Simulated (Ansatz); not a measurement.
**GeHO (quartet): the correlation ladder at scale of all distances = 1.000, cc-pVDZ**

One table from this session's results is given with a row withheld; the runs are named, their logs left out.

Computed with Ansatz 0.2.0, Gaussian basis. Level: cc-pVDZ, core rule «outside noble gas», up to 15 orbitals frozen.

The runs, in order: UHF; CCSD(T) on ROHF; CCSD(T) on UHF; BCCD(T) on ROHF; CISD; CCSDT(Q) on ROHF; CCSDT(Q) on UHF; CASSCF and MRCISD+Q, 5 electrons in 5 orbitals; CASSCF and NEVPT2, 5 electrons in 5 orbitals.

31 further runs of the same task are left out: 2 for a known fault of the program, 23 that didn't finish, 6 set aside as unsound or not needed.

## What is computed

The geometry derives from a PBE0/def2-TZVP stationary point (not a proven minimum). All distances are scaled together. No spin-orbit coupling is included. The filled d shell of Ge may be among the frozen orbitals whatever the setting's name suggests; the logs give the count.

3 atoms, charge 0, spin multiplicity 4.

Atoms are counted from 1 here; the program's logs count them from 0.

Bond lengths: Ge1–O2 1.855 Å, Ge1–H3 1.563 Å. Angles: O2–Ge1–H3 114.5°.

The first run:

Input file in.yaml:

```yaml
crystal:
  periodic: [false, false, false]
  atoms:
    - {symbol: Ge, position_ang: [0.000000, -0.037540, 0.321995]}
    - {symbol: O, position_ang: [0.000000, 0.086176, -1.528961]}
    - {symbol: H, position_ang: [0.000000, 1.337542, 1.064259]}
basis:
  gaussian: {orbitals: cc-pVDZ}
magnetization: {spin_polarized: true, initial_magnetization: 3}
hamiltonian: {xc: hf}
output: {orbitals: {seedname: orbitals}}
```

Started as:

```bash
$ ansatz run in.yaml --threads 1 --pin off --events-out ev --progress --plain --max-ram 2393MiB
```

Steps of the session up to this table: UHF; CCSD(T) on ROHF; CCSD(T) on UHF; BCCD(T) on ROHF; CISD; CCSDT(Q) on ROHF; CCSDT(Q) on UHF; CASSCF and MRCISD+Q, 5 electrons in 5 orbitals; CASSCF and NEVPT2, 5 electrons in 5 orbitals.

One of the session's tables, all rows but one given; the rest of the session is left out.

| method | from UCCSDT(Q) (meV) |
| --- | --- |
| ROHF | +6541.5 |
| UHF | ? |
| RMP2 | +924.2 |
| UMP2 | +914.3 |
| RCCSD | +204.2 |
| UCCSD | +189.6 |
| RCCSD(T) | +55.6 |
| UCCSD(T) | +45.8 |
| BCCD(T) | +56.3 |
| RCCSDT | +26.0 |
| UCCSDT | +15.5 |
| RCCSDT(Q) | +12.7 |
| UCCSDT(Q) | 0 |
| CASSCF pair | +5910.7 |
| NEVPT2 pair | +912.5 |
| MRCISD pair | +510.5 |
| MRCISD+Q pair | +80.6 |

Q: Estimate the row for UHF from the others.

The run gave: from UCCSDT(Q) (meV): +6340.0. In the column «from UCCSDT(Q) (meV)» it lies between CASSCF pair (+5910.7) and ROHF (+6541.5).

Not comparable, so not listed: CISD (they don't share determinant, frozen orbitals or solution with the rows shown, or repeat one).

Caveats from the session: Restricted and unrestricted rows rest on different reference determinants; where their highest levels disagree by more than a few hundredths of an eV, they describe different states and don't form one ladder.
